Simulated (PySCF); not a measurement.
**[HfSF]+: structure and properties**

Aim: find the relaxed shape of [HfSF]+, test it by its vibrations, and read charges and levels. It is a constructed species; whether it can be made isn't addressed.

Computed with PySCF 2.14.0. Level: PBE0, Hf def2-SVP with ECP60, S def2-SVP, F def2-SVP; scalar-relativistic core potentials, no spin–orbit coupling.

1 further run of the same task is left out (for a known fault of the program).

### 1 The system as given

3 atoms, charge 1, spin multiplicity 1.

Bond lengths: Hf1–S2 2.141 Å, Hf1–F3 1.858 Å. Angles: S2–Hf1–F3 131.8°.

As a file:

```tsv
atom	x (Å)	y (Å)	z (Å)
Hf1	0.0000	0.0000	0.0000
S2	1.9546	0.0000	0.8747
F3	-1.6956	0.0000	0.7588
```

Formal oxidation states: Hf +4.

### 2 SCF at the start, singlet

Input file run.py (the lines that set the calculation):

```python
mol = gto.M(atom='''
Hf     0.00000     0.00000     0.00000
S      1.95460     0.00000     0.87470
F     -1.69560     0.00000     0.75880''',
    basis={'Hf': 'def2-SVP', 'S': 'def2-SVP', 'F': 'def2-SVP'},
    ecp={'Hf': 'def2-SVP'},
    charge=1, spin=0)
mf = dft.RKS(mol, xc='PBE0')
mf.grids.atom_grid = (50, 194)
mf = mf.density_fit()  # fitting sets: Hf def2-universal-JKFIT, S def2-universal-JKFIT, F def2-universal-JKFIT
mf.conv_tol = 1e-08; mf.max_cycle = 55
mf.kernel(dm0)  # dm0: free metal ions and neutral atoms
```

Command:

```sh
$ OMP_NUM_THREADS=2 python run.py
```

Standard output:

```text
init E= -556.449874465825
  HOMO = -0.405372016462981  LUMO = -0.396340971004669  gap/eV = 0.24575
cycle= 1 E= -543.509182390742  delta_E= 12.9  |g|= 2.29  |ddm|= 3.61
  HOMO = -0.486945272793963  LUMO = -0.345403989881745  gap/eV = 3.85153
cycle= 2 E= -542.839198668622  delta_E= 0.67  |g|= 2.75  |ddm|= 5.25
  HOMO = -0.514999238966579  LUMO = -0.331231919633795  gap/eV = 5.00056
cycle= 3 E= -545.174439858619  delta_E= -2.34  |g|= 0.679  |ddm|=  2.9
  HOMO = -0.460000072515678  LUMO = -0.374466404676065  gap/eV = 2.32749
cycle= 4 E= -545.325017072656  delta_E= -0.151  |g|= 0.427  |ddm|= 1.28
  HOMO = -0.481070260745219  LUMO = -0.360226970749339  gap/eV = 3.28831
cycle= 5 E= -545.361763767658  delta_E= -0.0367  |g|= 0.149  |ddm|= 0.423
  HOMO = -0.480946064538571  LUMO = -0.353620724547575  gap/eV = 3.46470
cycle= 6 E= -545.365770758117  delta_E= -0.00401  |g|= 0.0223  |ddm|= 0.133
  HOMO = -0.483034214356216  LUMO = -0.353026346975667  gap/eV = 3.53769
cycle= 7 E= -545.365979402396  delta_E= -0.000209  |g|= 0.00478  |ddm|= 0.0381
  HOMO = -0.483914196994735  LUMO = -0.353294064482659  gap/eV = 3.55435
cycle= 8 E= -545.365997150875  delta_E= -1.77e-05  |g|= 0.00194  |ddm|= 0.0171
  HOMO = -0.483782400899097  LUMO = -0.352992830818128  gap/eV = 3.55897
cycle= 9 E= -545.366001810834  delta_E= -4.66e-06  |g|= 0.000537  |ddm|= 0.0102
  HOMO = -0.483892449656002  LUMO = -0.353067961219658  gap/eV = 3.55992
cycle= 10 E= -545.366002271487  delta_E= -4.61e-07  |g|= 0.000105  |ddm|= 0.00404
  HOMO = -0.483887242998431  LUMO = -0.353061004242322  gap/eV = 3.55996
cycle= 11 E= -545.366002285664  delta_E= -1.42e-08  |g|= 3.03e-05  |ddm|= 0.000593
  HOMO = -0.483885230662969  LUMO = -0.353058800791204  gap/eV = 3.55997
cycle= 12 E= -545.36600228705  delta_E= -1.39e-09  |g|= 1.07e-05  |ddm|= 0.000173
  HOMO = -0.483884991885417  LUMO = -0.353058480975378  gap/eV = 3.55997
Extra cycle  E= -545.366002287233  delta_E= -1.84e-10  |g|= 8.39e-06  |ddm|= 5.95e-05
converged SCF energy = -545.366002287233
```

Wall time 1.1 s (2 threads of Arm Neoverse V1, shared host); peak memory 0.27 GiB.

It gives: E = -545.366002 Eh, HOMO -13.17 eV, LUMO -9.61 eV, Mulliken charge on Hf1 +1.33 e. 

### 3 Relaxation, singlet

Steps are kept in the start's point group, Cs.

Input file run.py (the lines that set the calculation):

```python
mol = gto.M(atom='''
Hf    -0.13112     0.00000    -0.18354
S      1.82348     0.00000     0.69116
F     -1.82672     0.00000     0.57526''',
    basis={'Hf': 'def2-SVP', 'S': 'def2-SVP', 'F': 'def2-SVP'},
    ecp={'Hf': 'def2-SVP'},
    charge=1, spin=0)
mf = dft.RKS(mol, xc='PBE0')
mf.grids.atom_grid = (50, 194)
mf = mf.density_fit()  # fitting sets: Hf def2-universal-JKFIT, S def2-universal-JKFIT, F def2-universal-JKFIT
mf.conv_tol = 1e-08; mf.max_cycle = 55
mf.kernel(dm0)  # dm0: an SCF of this state at this start
# quasi-Newton relaxation in Cartesian coordinates to a largest gradient under 0.00045 Eh/bohr, steps kept in the point group
```

Command:

```sh
$ OMP_NUM_THREADS=2 python run.py
```

The driver keeps no SCF log for this step, only its results.

Wall time 7.4 s (2 threads of Arm Neoverse V1, shared host).

Relaxation path:

```tsv
step	energy from step 1 (eV)	largest force component (eV/Å)
1	0.0000	2.8141
2	-0.3144	1.2123
3	-0.4385	1.2062
4	-0.5183	0.5155
5	-0.5244	0.1469
6	-0.5248	0.0107
7	-0.5248	0.0009
```

Distances of close pairs at the start and the end, largest changes first:

```tsv
bond	before (Å)	after (Å)	change (Å)
Hf1–S2	2.141	2.159	+0.017
Hf1–F3	1.858	1.860	+0.003
```

It ends in Cs at E = -545.385289 Eh.

```tsv
atom	x (Å)	y (Å)	z (Å)
Hf1	-0.1470	0.0000	-0.4559
S2	1.5979	0.0000	0.8148
F3	-1.5852	0.0000	0.7240
```

### 4 The relaxed geometry turned into its symmetry frame

Input file run.py (the lines that set the calculation):

```python
mol = gto.M(atom='''
Hf    -0.12327     0.00000    -0.27300
S      1.62163     0.00000     0.99766
F     -1.56144     0.00000     0.90686''',
    basis={'Hf': 'def2-SVP', 'S': 'def2-SVP', 'F': 'def2-SVP'},
    ecp={'Hf': 'def2-SVP'},
    charge=1, spin=0)
mf = dft.RKS(mol, xc='PBE0')
mf.grids.atom_grid = (50, 194)
mf = mf.density_fit()  # fitting sets: Hf def2-universal-JKFIT, S def2-universal-JKFIT, F def2-universal-JKFIT
mf.conv_tol = 1e-08; mf.max_cycle = 55
mf.kernel(dm0)  # dm0: free metal ions and neutral atoms
```

Command:

```sh
$ OMP_NUM_THREADS=2 python run.py
```

Standard output:

```text
init E= -556.44319510241
  HOMO = -0.409620713841976  LUMO = -0.403558752947141  gap/eV = 0.16495
cycle= 1 E= -544.310461380635  delta_E= 12.1  |g|= 1.99  |ddm|= 3.44
  HOMO = -0.56288944241075  LUMO = -0.248419333722629  gap/eV = 8.55717
cycle= 2 E= -543.628128824928  delta_E= 0.682  |g|= 2.24  |ddm|= 4.57
  HOMO = -0.475003355911688  LUMO = -0.335111751290766  gap/eV = 3.80664
cycle= 3 E= -545.362061113887  delta_E= -1.73  |g|= 0.318  |ddm|= 2.91
  HOMO = -0.454271374824637  LUMO = -0.351640115360539  gap/eV = 2.79274
cycle= 4 E= -545.326865898926  delta_E= 0.0352  |g|= 0.491  |ddm|= 0.688
  HOMO = -0.476514594965077  LUMO = -0.345417341240847  gap/eV = 3.56734
cycle= 5 E= -545.384962095235  delta_E= -0.0581  |g|= 0.0327  |ddm|= 0.426
  HOMO = -0.480248293812831  LUMO = -0.345262475500723  gap/eV = 3.67315
cycle= 6 E= -545.385238966179  delta_E= -0.000277  |g|= 0.0123  |ddm|= 0.0414
  HOMO = -0.479227632049241  LUMO = -0.344040193568147  gap/eV = 3.67864
cycle= 7 E= -545.385283607147  delta_E= -4.46e-05  |g|= 0.00328  |ddm|= 0.0175
  HOMO = -0.479412180222273  LUMO = -0.344382597450547  gap/eV = 3.67434
cycle= 8 E= -545.385288002378  delta_E= -4.4e-06  |g|= 0.000884  |ddm|= 0.00558
  HOMO = -0.479378251528669  LUMO = -0.344398971409336  gap/eV = 3.67297
cycle= 9 E= -545.385289005384  delta_E= -1e-06  |g|= 0.0002  |ddm|= 0.00503
  HOMO = -0.479410313795863  LUMO = -0.344416104127191  gap/eV = 3.67338
cycle= 10 E= -545.385289057324  delta_E= -5.19e-08  |g|= 0.000108  |ddm|= 0.00119
  HOMO = -0.479411790050474  LUMO = -0.344408471717077  gap/eV = 3.67363
cycle= 11 E= -545.385289063496  delta_E= -6.17e-09  |g|= 2.21e-05  |ddm|= 0.000269
  HOMO = -0.479411098275963  LUMO = -0.344403695931818  gap/eV = 3.67374
Extra cycle  E= -545.385289063276  delta_E= 2.2e-10  |g|= 4.67e-05  |ddm|= 0.000104
converged SCF energy = -545.385289063276
```

Wall time 0.4 s (2 threads of Arm Neoverse V1, shared host).

Read off: E = -545.385289 Eh, HOMO -13.05 eV, LUMO -9.37 eV, Mulliken charge on Hf1 +1.28 e. 

### 5 Frequencies and infrared intensities

Changes to run.py (the lines that set the calculation) since step 4:

```diff
@@ -10,3 +10,4 @@
 mf = mf.density_fit()  # fitting sets: Hf def2-universal-JKFIT, S def2-universal-JKFIT, F def2-universal-JKFIT
-mf.conv_tol = 1e-08; mf.max_cycle = 55
-mf.kernel(dm0)  # dm0: free metal ions and neutral atoms
+mf.conv_tol = 1e-10; mf.max_cycle = 55
+mf.kernel(dm0)  # dm0: the density of the relaxed state
+# Hessian and dipole derivatives by central differences of gradients, 0.02 bohr
```

Command:

```sh
$ OMP_NUM_THREADS=2 python run.py
```

No log is kept here; the results follow.

Run time: 12 s. Hardware: 2 threads of Arm Neoverse V1, shared host.

Point group Cs; negative numbers are unstable modes, and those under 60 cm⁻¹ are near the numerical noise:

```tsv
cm⁻¹	km/mol	symmetry
203	3.5	a'
555	24.1	a'
725	93.3	a'
```

### 6 Properties on a finer grid

Input file run.py (the lines that set the calculation):

```python
mol = gto.M(atom='''
Hf    -0.14704     0.00000    -0.45588
S      1.59787     0.00000     0.81478
F     -1.58520     0.00000     0.72399''',
    basis={'Hf': 'def2-SVP', 'S': 'def2-SVP', 'F': 'def2-SVP'},
    ecp={'Hf': 'def2-SVP'},
    charge=1, spin=0)
mf = dft.RKS(mol, xc='PBE0')
mf.grids.atom_grid = (75, 302)
mf = mf.density_fit()  # fitting sets: Hf def2-universal-JKFIT, S def2-universal-JKFIT, F def2-universal-JKFIT
mf.conv_tol = 1e-09; mf.max_cycle = 55
mf.kernel(dm0)  # dm0: the density of the relaxed state
```

Command:

```sh
$ OMP_NUM_THREADS=2 python run.py
```

Standard output:

```text
init E= -545.385321437286
  HOMO = -0.479385340031824  LUMO = -0.344419523771323  gap/eV = 3.67261
cycle= 1 E= -545.385321583041  delta_E= -1.46e-07  |g|= 0.000399  |ddm|= 0.000911
  HOMO = -0.479471924185059  LUMO = -0.344351936882813  gap/eV = 3.67680
cycle= 2 E= -545.385321214535  delta_E= 3.69e-07  |g|= 0.0011  |ddm|= 0.00182
  HOMO = -0.479413642925452  LUMO = -0.344411446031717  gap/eV = 3.67360
cycle= 3 E= -545.385321633446  delta_E= -4.19e-07  |g|= 8.38e-05  |ddm|= 0.0014
  HOMO = -0.479412494841116  LUMO = -0.344406610814135  gap/eV = 3.67370
cycle= 4 E= -545.385321634728  delta_E= -1.28e-09  |g|= 3.84e-05  |ddm|= 8.51e-05
  HOMO = -0.479412475100195  LUMO = -0.344406814216772  gap/eV = 3.67369
cycle= 5 E= -545.385321634994  delta_E= -2.66e-10  |g|= 2.98e-06  |ddm|= 2.6e-05
  HOMO = -0.479413076706663  LUMO = -0.344407139090625  gap/eV = 3.67370
Extra cycle  E= -545.385321634996  delta_E= -1.82e-12  |g|= 3.23e-06  |ddm|= 8.01e-06
converged SCF energy = -545.385321634996
```

Run time: 2.7 s. Hardware: 2 threads of Arm Neoverse V1, shared host.

Result: E = -545.385322 Eh, HOMO -13.05 eV, LUMO -9.37 eV, Mulliken charge on Hf1 +1.28 e, largest force component 0.016 eV/Å. 

Löwdin charges:

```tsv
atom	value (e)
Hf1	0.69
S2	0.36
F3	-0.04
```

Mulliken charges: Hf1 +1.28, S2 -0.04, F3 -0.25 e.

Contacts (the nearest donor of each ligand) and Mayer bond orders:

```tsv
contact	distance (Å)	bond order
Hf1–S2 (S)	2.159	2.56
Hf1–F3 (F)	1.860	1.24
```

Mulliken populations of Hf1 outside the core potential: s 2.35, p 6.16, d 2.10, f 0.11.

Orbitals, density, ELF and potential are computed afterwards from the orbital file.

Frontier orbitals at PBE0, with the share of their density that lies nearest to each atom:

```tsv
orbital	energy (eV)	lies on
HOMO-1	-13.49	S2 72 %; Hf1 27 %
HOMO	-13.05	S2 78 %; Hf1 16 %
LUMO	-9.37	Hf1 90 %
```

ELF in a plane through or near 3 of the atoms.

Ten even steps from ' ' (0.00) to '@' (0.92):
```
                                                        
                                                        
                ....                                    
          ..::------::..                                
        ::==++**##****==::        ......                
      ..==**##%%%%%%##++==..    ..--====::..            
    ..--**%%@@@@@@@@@@%%**--  ..==##%%%%**==::          
    ..==##@@@@**==--##%%##--..::**%%%%%%%%**--..        
    ::==%%@@%%--++++==%%##--..::####++##@@##==..        
    ::==%%@@**--**++==##++----::--####%%%%##==..        
    ::==##@@@@==..::++++==**##**--++%%%%##++--..        
    ..--**%%%%@@@@%%##--##**..##%%::::==--::..          
      ::++**##%%%%%%++==%%==  ++%%--......              
      ..==++**####**--==%%%%##%%%%==..                  
        ..::--++++--..::++####****--::..                
            ..::::..    ::----------....                
                            ....::....                  
                              ......                    
                                                        
                                                        
```
The map spans 8.5 Å across and 6.8 Å up, centred on the molecule. Atoms in the plane (x, y in Å): Hf1 (0.2, -0.8), S2 (-1.7, 0.3), F3 (1.5, 0.5).

On the surface of density 0.002 e/bohr³ the electrostatic potential runs, from the 1st to the 99th percentile, from 2.73 V near F3 to 14.15 V near Hf1.

### 7 Results

```
                                              quantity                           value
                                 state and point group                     singlet, Cs
                                                 modes  203 to 725 cm⁻¹, none unstable
strongest infrared band (modes within 1.5 cm⁻¹ summed)            725 cm⁻¹ (93 km/mol)
                                     zero-point energy                        0.092 eV
                               ideal gas, 298 K, 1 bar  S = 296.3, Cp = 48.9 J/(mol K)
                                 metal–ligand contacts                  1.86 to 2.16 Å
                                       frontier levels   HOMO -13.05 eV, LUMO -9.37 eV
                       dipole about the centre of mass                          5.76 D
                                   mean polarisability                          6.0 Å³
```

What this shows: All modes are real, so the structure is a minimum. The metal carries +0.69 e by Löwdin's partition against a formal +4, and bond orders to the nearest donors reach 2.56. Both measures hang on the basis. One start shape was tried, so another isomer may lie lower. The bases are small and lack diffuse functions. Spin–orbit coupling is left out.
